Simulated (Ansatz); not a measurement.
# Be2Cd2S: the cost of one run

Program: Ansatz 0.2.0. Level of theory: DFT PBE, scalar-relativistic, plane waves, PAW. These are calculated values, not measurements.

## 1. The structure to begin with

Symmetry: P4mm, No. 99, tetragonal system. Conventional cell: a = 4.596 Å, b = 4.596 Å, c = 4.347 Å, α = 90.00°, β = 90.00°, γ = 90.00°. Around Be (site symmetry 2mm) lie 2 Cd at 2.15 to 2.20 Å and 2 S at 2.59 Å. Around Cd (site symmetry 2mm) lie 2 Be at 2.15 to 2.20 Å and 2 S at 2.49 Å. Around S (site symmetry 4mm) lie 4 Cd at 2.49 Å and 4 Be at 2.59 Å.

Structure file:

```
CELL_PARAMETERS angstrom
4.59562 0.00000 0.00000
0.00000 4.59562 0.00000
0.00000 0.00000 4.34670
ATOMIC_POSITIONS crystal
Be 0.50000 0.00000 0.70931
Be 0.00000 0.50000 0.70931
Cd 0.50000 0.00000 0.21432
Cd 0.00000 0.50000 0.21432
S 0.00000 0.00000 0.43294
```

The cell is invented: random cell by space group and Wyckoff sites (P4mm, No. 99). The dimensions are guesses.

## 2. Probe: one point on a coarse mesh

Input file input.yaml:

```yaml
crystal:
  lattice:
    - [4.59562126, 0.0, 0.0]
    - [0.0, 4.59562126, 0.0]
    - [0.0, 0.0, 4.34669821]
  atoms:
    - { symbol: Be, position: [0.5, 0.0, 0.70930892] }
    - { symbol: Be, position: [0.0, 0.5, 0.70930892] }
    - { symbol: Cd, position: [0.5, 0.0, 0.21431852] }
    - { symbol: Cd, position: [0.0, 0.5, 0.21431852] }
    - { symbol: S, position: [0.0, 0.0, 0.43293657] }
basis:
  ecutwfc: 420
kpoints:
  mp_grid: { grid: [4, 4, 4] }
hamiltonian:
  xc: pbe
scf:
  occupations: { method: gaussian, width: 0.1 }
  lower_state_search: "off"
output:
  forces: true
  stress: true
  eigenvalues: true
```

On the command line:

```console
ansatz run input.yaml --threads 1 --pin off --max-ram 2560MiB --backend cpu --events-out ev --progress --plain --runs-dir out
```

What time and memory should one allow on 1 thread of Intel Xeon 6975P-C (Granite Rapids), shared host?

About 2.9 s, with a peak of 0.38 GiB.
